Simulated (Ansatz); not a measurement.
# C2H6GeOS: up Jacob's ladder to CCSD(T)

An exercise on one series of results from a longer session: the logs are not shown, and one member is left open.

The runs use Ansatz 0.2.0, Gaussian basis; functionals in def2-TZVPP, the program's frozen cores in correlated methods.

The runs, in order: LDA (SPW92), PBE-D4, revPBE-D4, BLYP-D4, r2SCAN-D4, B97M-V, PBE0-D4, B3LYP-D4, r2SCANh-D4, r2SCAN0-D4, HSE06-D4, BHLYP-D4, CAM-B3LYP-D4, LC-ωPBE, ωB97X-V, ωB97M-V, B2PLYP, PBE-QIDH; CCSD(T)/def2-SVP; CCSD(T)/def2-TZVPP; MP2/def2-QZVPP; extrapolation to the limit; RPA on PBE.

### The geometry

An earlier PBE0-D4 in a triple-zeta def2 set relaxation fixed the geometry.

11 atoms, charge 0, spin multiplicity 1.

Atoms are counted from 1 here; the program's logs count them from 0.

Bond lengths: C1–O2 1.408 Å, C1–H6 1.094 Å, C1–H7 1.098 Å, C1–H8 1.094 Å, O2–Ge3 1.795 Å, Ge3–S4 2.227 Å, S4–C5 1.812 Å, C5–H9 1.090 Å, C5–H10 1.089 Å, C5–H11 1.088 Å. Angles: O2–C1–H6 109.6°, O2–C1–H7 112.8°, O2–C1–H8 109.6°, H6–C1–H7 108.1°, H6–C1–H8 108.4°, H7–C1–H8 108.1°, C1–O2–Ge3 120.7°, O2–Ge3–S4 97.9°, Ge3–S4–C5 107.5°, S4–C5–H9 108.6°, S4–C5–H10 108.5°, S4–C5–H11 110.3°, H9–C5–H10 109.4°, H9–C5–H11 110.0°, H10–C5–H11 110.1°.

Coordinates:

```tsv
atom	x (Å)	y (Å)	z (Å)
C1	-1.87793	0.94122	-0.54904
O2	-0.62390	0.49432	-0.08979
Ge3	0.38155	1.52873	0.97840
S4	2.10514	0.13963	1.21836
C5	1.73560	-1.35676	0.26488
H6	-1.88099	0.96766	-1.64283
H7	-2.13195	1.94448	-0.18205
H8	-2.65850	0.24963	-0.21813
H9	1.72734	-2.20788	0.94498
H10	2.52018	-1.49583	-0.47815
H11	0.76896	-1.26221	-0.22593
```

Set-up of the first run:

Input file in.yaml:

```yaml
crystal:
  periodic: [false, false, false]
  atoms:
    - {symbol: C, position_ang: [-1.877933, 0.941225, -0.549038]}
    - {symbol: O, position_ang: [-0.623904, 0.494318, -0.089791]}
    - {symbol: Ge, position_ang: [0.381545, 1.528727, 0.978397]}
    - {symbol: S, position_ang: [2.105144, 0.139630, 1.218355]}
    - {symbol: C, position_ang: [1.735600, -1.356756, 0.264885]}
    - {symbol: H, position_ang: [-1.880988, 0.967659, -1.642832]}
    - {symbol: H, position_ang: [-2.131948, 1.944479, -0.182050]}
    - {symbol: H, position_ang: [-2.658498, 0.249635, -0.218127]}
    - {symbol: H, position_ang: [1.727342, -2.207877, 0.944985]}
    - {symbol: H, position_ang: [2.520181, -1.495828, -0.478150]}
    - {symbol: H, position_ang: [0.768960, -1.262211, -0.225934]}
basis:
  gaussian: {orbitals: def2-TZVPP}
hamiltonian: {xc: lda}
output: {orbitals: {seedname: orbitals}}
```

Steps of the session up to this table: LDA; PBE-D4 (GGA); revPBE-D4 (GGA); BLYP-D4 (GGA); r2SCAN-D4 (meta-GGA); B97M-V (meta-GGA); PBE0-D4 (hybrid); B3LYP-D4 (hybrid); r2SCANh-D4 (hybrid); r2SCAN0-D4 (hybrid); HSE06-D4 (hybrid); BHLYP-D4 (hybrid); CAM-B3LYP-D4 (range-separated); LC-ωPBE-D4 (range-separated; the results give it without D4); ωB97X-V (range-separated); ωB97M-V (range-separated); B2PLYP (double hybrid); PBE-QIDH (double hybrid).

One of the session's tables, all rows but one given; the rest of the session is left out.

It belongs to the step «Orbital energies across the functionals». 

| functional | HOMO (eV) | LUMO (eV) | gap (eV) |
| --- | --- | --- | --- |
| LDA (SPW92) | -5.99 | -2.64 | 3.35 |
| PBE-D4 | -5.83 | -2.43 | 3.40 |
| revPBE-D4 | -5.77 | -2.35 | 3.42 |
| BLYP-D4 | -5.68 | -2.32 | 3.36 |
| r2SCAN-D4 | -6.09 | -2.40 | 3.69 |
| B97M-V | -6.09 | -2.31 | 3.78 |
| PBE0-D4 | -6.92 | -1.73 | 5.19 |
| B3LYP-D4 | -6.73 | -1.92 | 4.81 |
| r2SCANh-D4 | -6.49 | -2.13 | 4.36 |
| r2SCAN0-D4 | -7.09 | -1.72 | 5.38 |
| HSE06-D4 | ? | ? | ? |
| BHLYP-D4 | -7.88 | -0.91 | 6.97 |
| CAM-B3LYP-D4 | -8.18 | -0.72 | 7.46 |
| LC-ωPBE | -9.44 | 0.34 | 9.77 |
| ωB97X-V | -9.13 | 0.26 | 9.39 |
| ωB97M-V | -9.01 | 0.17 | 9.18 |

**Question.** Estimate the row for HSE06-D4.

The run gave: HOMO (eV): -6.53; LUMO (eV): -2.10; gap (eV): 4.43. In the column «HOMO (eV)» it lies between B3LYP-D4 (-6.73) and r2SCANh-D4 (-6.49).
